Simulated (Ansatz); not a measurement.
# MgSe+ (doublet): from Hartree-Fock to the top rungs at distance Se1–Mg2 = 4.416 Å, cc-pVDZ

The task here is to estimate one member of a computed series from the others.

Method: cc-pVDZ, core rule «outside noble gas», up to 19 orbitals frozen; program: Ansatz 0.2.0, Gaussian basis.

The runs, in order: UHF; CCSD(T) on ROHF; CCSD(T) on UHF; BCCD(T) on ROHF; CISD as a restricted active space (open shells left free, so some higher excitations enter); CCSDT(Q) on ROHF; CCSDT(Q) on UHF; CASSCF and MRCISD+Q, 3 electrons in 3 orbitals; CASSCF and NEVPT2, 3 electrons in 3 orbitals; Full CI; Full CI in the symmetry of the determinant.

42 further runs of the same task are left out: 23 for a known fault of the program, 15 that didn't finish, 4 set aside as unsound or not needed. Runs told in other sessions of the task aren't counted.

## The system

The geometry derives from a PBE0/def2-TZVP stationary point (not a proven minimum). One bond is set to the value named and the two fragments are kept rigid. No spin-orbit coupling is included. The filled d shell of Se may be among the frozen orbitals whatever the setting's name suggests.

2 atoms, charge 1, spin multiplicity 2.

Atoms are counted from 1 here; the program's logs count them from 0.

No contacts short enough for the rule that draws bonds.

Set-up of the first run:

Contents of in.yaml:

```yaml
crystal:
  periodic: [false, false, false]
  atoms:
    - {symbol: Se, position_ang: [0.000000, 0.000000, 0.000000]}
    - {symbol: Mg, position_ang: [0.000000, 0.000000, 4.416000]}
basis:
  gaussian: {orbitals: cc-pVDZ}
total_charge: 1
magnetization: {spin_polarized: true, initial_magnetization: 1}
hamiltonian: {xc: hf}
output: {orbitals: {seedname: orbitals}}
```

On the command line:

```sh
$ ansatz run in.yaml --threads 1 --pin off --events-out ev --progress --plain --max-ram 2393MiB
```

Among the steps run: UHF; CCSD(T) on ROHF; CCSD(T) on UHF; BCCD(T) on ROHF; CISD as a restricted active space (open shells left free, so some higher excitations enter); CCSDT(Q) on ROHF; CCSDT(Q) on UHF; CASSCF and MRCISD+Q, 3 electrons in 3 orbitals; CASSCF and NEVPT2, 3 electrons in 3 orbitals; Full CI; Full CI in the symmetry of the determinant.

One of the session's tables, all rows but one given; the rest of the session is left out.

| method | from FCI (kcal/mol) |
| --- | --- |
| CASSCF pair | +58.29 |
| NEVPT2 pair | ? |
| MRCISD pair | +2.26 |
| MRCISD+Q pair | -0.64 |
| FCI | 0 |

**Question.** Estimate the row for NEVPT2 pair.

As computed: from FCI (kcal/mol): +9.79. In the column «from FCI (kcal/mol)» it lies between MRCISD pair (+2.26) and CASSCF pair (+58.29).

Left out of the table: ROHF, UHF, RMP2, UMP2, CISD, RCCSD, UCCSD, RCCSD(T), UCCSD(T), BCCD(T), RCCSDT, UCCSDT, RCCSDT(Q), UCCSDT(Q) (another determinant or state than the rows shown).

Caveats from the session: The determinant of HF (⟨S²⟩ 1.76) is far from a pure spin state, so its energy mixes those of several spin states; that is harmless only where they are near-degenerate. The report flags that the cluster equations may have other roots. The determinant of CCSD(T) (⟨S²⟩ 1.76) is far from a pure spin state, so its energy mixes those of several spin states; high orders of coupled cluster remove much of that, low ones don't. The determinant of CCSDT(Q) (⟨S²⟩ 1.76) is far from a pure spin state, so its energy mixes those of several spin states; high orders of coupled cluster remove much of that, low ones don't. MRCISD+Q pair falls below full CI: the +Q correction isn't variational, and the cores differ from full CI's.
